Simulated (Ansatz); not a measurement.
# C10H5NO5W: a ladder of functionals and wavefunction methods

One table from this session's results is given with a row withheld; the runs are named, their logs left out.

Computed with Ansatz 0.2.0, Gaussian basis. Level: functionals in def2-TZVPP, the program's frozen cores in correlated methods.

Levels to be run: LDA (SPW92), PBE-D4, revPBE-D4, BLYP-D4, r2SCAN-D4, B97M-V, PBE0-D4, B3LYP-D4, r2SCANh-D4, r2SCAN0-D4, HSE06-D4, BHLYP-D4, CAM-B3LYP-D4, LC-ωPBE, ωB97X-V, ωB97M-V, B2PLYP, PBE-QIDH; CCSD(T)/def2-SVP; CCSD(T)/def2-TZVPP; MP2/def2-QZVPP; extrapolation to the limit; RPA on PBE.

## Structure used throughout

The geometry comes from an earlier relaxation with PBE0-D4 in a triple-zeta def2 set; it is a stationary point, not always the lowest conformer. W takes the def2 core potential; no spin-orbit term is included.

SMILES `[O+]#[C][W-6]([C]#[O+])([C]#[O+])([C]#[O+])([C]#[O+])[n+]1ccccc1`, 22 atoms, charge 0, spin multiplicity 1.

Atoms are counted from 1 here; the program's logs count them from 0.

Bond lengths: O1–C2 1.148 Å, C2–W3 1.989 Å, W3–C4 2.048 Å, W3–C6 2.048 Å, W3–C8 2.048 Å, W3–C10 2.048 Å, W3–N12 2.286 Å, C4–O5 1.143 Å, C6–O7 1.143 Å, C8–O9 1.143 Å, C10–O11 1.143 Å, N12–C13 1.339 Å, N12–C17 1.339 Å, C13–C14 1.381 Å, C13–H18 1.083 Å, C14–C15 1.384 Å, C14–H19 1.082 Å, C15–C16 1.384 Å and more. Angles: O1–C2–W3 180.0°, C2–W3–C4 88.6°, C2–W3–C6 88.6°, C2–W3–C8 88.6°, C2–W3–C10 88.6°, C2–W3–N12 180.0°, C4–W3–C6 89.7°, C4–W3–C8 90.2°, C4–W3–C10 177.3°, C4–W3–N12 91.4°, C6–W3–C8 177.2°, C6–W3–C10 90.2°, C6–W3–N12 91.4°, C8–W3–C10 89.7°, C8–W3–N12 91.4°, C10–W3–N12 91.4°, W3–C4–O5 177.7°, W3–C6–O7 177.7° and more.

Set-up of the first run:

Contents of in.yaml:

```yaml
crystal:
  periodic: [false, false, false]
  atoms:
    - {symbol: O, position_ang: [-0.282636, -0.900321, -4.721319]}
    - {symbol: C, position_ang: [-0.215338, -0.685612, -3.595221]}
    - {symbol: W, position_ang: [-0.098810, -0.313855, -1.645142]}
    - {symbol: C, position_ang: [1.211048, 1.204152, -2.062977]}
    - {symbol: O, position_ang: [1.940419, 2.039168, -2.339496]}
    - {symbol: C, position_ang: [-1.662125, 0.993114, -1.850963]}
    - {symbol: O, position_ang: [-2.537527, 1.710346, -2.009039]}
    - {symbol: C, position_ang: [1.459088, -1.638800, -1.535942]}
    - {symbol: O, position_ang: [2.326082, -2.382971, -1.519741]}
    - {symbol: C, position_ang: [-1.414345, -1.850170, -1.323156]}
    - {symbol: O, position_ang: [-2.152056, -2.712289, -1.188165]}
    - {symbol: N, position_ang: [0.035826, 0.113561, 0.596687]}
    - {symbol: C, position_ang: [-1.061784, 0.162896, 1.361554]}
    - {symbol: C, position_ang: [-1.024438, 0.418154, 2.718260]}
    - {symbol: C, position_ang: [0.199457, 0.634848, 3.328013]}
    - {symbol: C, position_ang: [1.339890, 0.585694, 2.544646]}
    - {symbol: C, position_ang: [1.215048, 0.324303, 1.194356]}
    - {symbol: H, position_ang: [-2.003074, -0.010561, 0.855704]}
    - {symbol: H, position_ang: [-1.949244, 0.444373, 3.280016]}
    - {symbol: H, position_ang: [0.263106, 0.837569, 4.390343]}
    - {symbol: H, position_ang: [2.323612, 0.747128, 2.966259]}
    - {symbol: H, position_ang: [2.087758, 0.279284, 0.555331]}
basis:
  gaussian: {orbitals: def2-TZVPP}
hamiltonian: {xc: lda}
output: {orbitals: {seedname: orbitals}}
```

Steps of the session up to this table: LDA; PBE-D4 (GGA); revPBE-D4 (GGA); BLYP-D4 (GGA); r2SCAN-D4 (meta-GGA); B97M-V (meta-GGA); PBE0-D4 (hybrid); B3LYP-D4 (hybrid); r2SCANh-D4 (hybrid); r2SCAN0-D4 (hybrid); HSE06-D4 (hybrid); BHLYP-D4 (hybrid); CAM-B3LYP-D4 (range-separated); LC-ωPBE (range-separated); ωB97X-V (range-separated); ωB97M-V (range-separated); B2PLYP (double hybrid); PBE-QIDH (double hybrid).

One table of the session follows, with a row left open; its other results are not shown here.

It belongs to the step «Orbital energies across the functionals». 

| functional | HOMO (eV) | LUMO (eV) | gap (eV) |
| --- | --- | --- | --- |
| LDA (SPW92) | -5.54 | -3.23 | 2.31 |
| PBE-D4 | -5.27 | -2.97 | 2.29 |
| revPBE-D4 | -5.17 | -2.87 | 2.29 |
| BLYP-D4 | -5.08 | -2.83 | 2.26 |
| r2SCAN-D4 | -5.40 | -2.87 | 2.53 |
| B97M-V | ? | ? | ? |
| PBE0-D4 | -6.03 | -2.13 | 3.91 |
| B3LYP-D4 | -5.86 | -2.32 | 3.54 |
| r2SCANh-D4 | -5.70 | -2.56 | 3.14 |
| r2SCAN0-D4 | -6.16 | -2.08 | 4.08 |
| HSE06-D4 | -5.67 | -2.50 | 3.18 |
| BHLYP-D4 | -6.67 | -1.14 | 5.53 |
| CAM-B3LYP-D4 | -6.97 | -1.07 | 5.90 |
| LC-ωPBE | -7.91 | -0.04 | 7.87 |
| ωB97X-V | -7.71 | -0.04 | 7.67 |
| ωB97M-V | -7.69 | -0.08 | 7.61 |

Estimate the missing values for B97M-V.

As computed: HOMO (eV): -5.26; LUMO (eV): -2.80; gap (eV): 2.46. In the column «HOMO (eV)» it lies between PBE-D4 (-5.27) and revPBE-D4 (-5.17).
